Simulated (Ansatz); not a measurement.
# GeNH₂+ (triplet): the correlation ladder, cc-pVDZ

The task here is to estimate one member of a computed series from the others.

Program: Ansatz 0.2.0, Gaussian basis. Level of theory: cc-pVDZ, core rule «outside noble gas», up to 15 orbitals frozen. These are calculated values, not measurements.

Plan: UHF; CCSD(T) on ROHF; CCSD(T) on UHF; BCCD(T) on ROHF; CISD; CCSDT(Q) on ROHF; CCSDT(Q) on UHF; CASSCF and MRCISD+Q, 10 electrons in 10 orbitals; CASSCF and NEVPT2, 10 electrons in 10 orbitals.

23 further runs of the same task are left out: 6 that didn't finish, 17 set aside as unsound or not needed.

## What is computed

The geometry is a PBE0/def2-TZVP stationary point (not a proven minimum) of the parent state, kept for this charge and spin. No spin-orbit coupling is included. The filled d shell of Ge may be among the frozen orbitals whatever the setting's name suggests; the logs give the count.

4 atoms, charge 1, spin multiplicity 3.

Atoms are counted from 1 here; the program's logs count them from 0.

Bond lengths: Ge1–N2 2.315 Å, N2–H3 1.021 Å, N2–H4 1.021 Å. Angles: Ge1–N2–H3 125.6°, Ge1–N2–H4 125.6°, H3–N2–H4 108.9°.

Set-up of the first run:

in.yaml reads:

```yaml
crystal:
  periodic: [false, false, false]
  atoms:
    - {symbol: Ge, position_ang: [0.000000, 0.000000, 0.431903]}
    - {symbol: N, position_ang: [0.000000, 0.000000, -1.883353]}
    - {symbol: H, position_ang: [0.000000, 0.830871, -2.477269]}
    - {symbol: H, position_ang: [0.000000, -0.830871, -2.477269]}
basis:
  gaussian: {orbitals: cc-pVDZ}
total_charge: 1
magnetization: {spin_polarized: true, initial_magnetization: 2}
hamiltonian: {xc: hf}
output: {orbitals: {seedname: orbitals}}
```

On the command line:

```console
ansatz run in.yaml --threads 1 --pin off --events-out ev --progress --plain --max-ram 2393MiB
```

Steps of the session up to this table: UHF; CCSD(T) on ROHF; CCSD(T) on UHF; BCCD(T) on ROHF; CISD; CCSDT(Q) on ROHF; CCSDT(Q) on UHF; CASSCF and MRCISD+Q, 10 electrons in 10 orbitals; CASSCF and NEVPT2, 10 electrons in 10 orbitals.

One of the session's tables, all rows but one given; the rest of the session is left out.

| method | from UCCSDT(Q) (meV) |
| --- | --- |
| ROHF | +6220.7 |
| UHF | ? |
| RMP2 | +1044.9 |
| UMP2 | +1049.4 |
| CISD | +559.3 |
| RCCSD | +157.5 |
| UCCSD | +150.7 |
| RCCSD(T) | +33.5 |
| UCCSD(T) | +29.9 |
| BCCD(T) | +33.8 |
| RCCSDT | +12.8 |
| UCCSDT | +8.8 |
| RCCSDT(Q) | +4.2 |
| UCCSDT(Q) | 0 |
| CASSCF valence | +3768.8 |
| NEVPT2 valence | +900.1 |
| MRCISD valence | +232.9 |
| MRCISD+Q valence | +28.8 |

Estimate the missing values for UHF.

**Answer.** from UCCSDT(Q) (meV): +5994.5. In the column «from UCCSDT(Q) (meV)» it lies between CASSCF valence (+3768.8) and ROHF (+6220.7).

Limits of these values: Restricted and unrestricted rows rest on different reference determinants; where their highest levels disagree by more than a few hundredths of an eV, they describe different states and don't form one ladder.
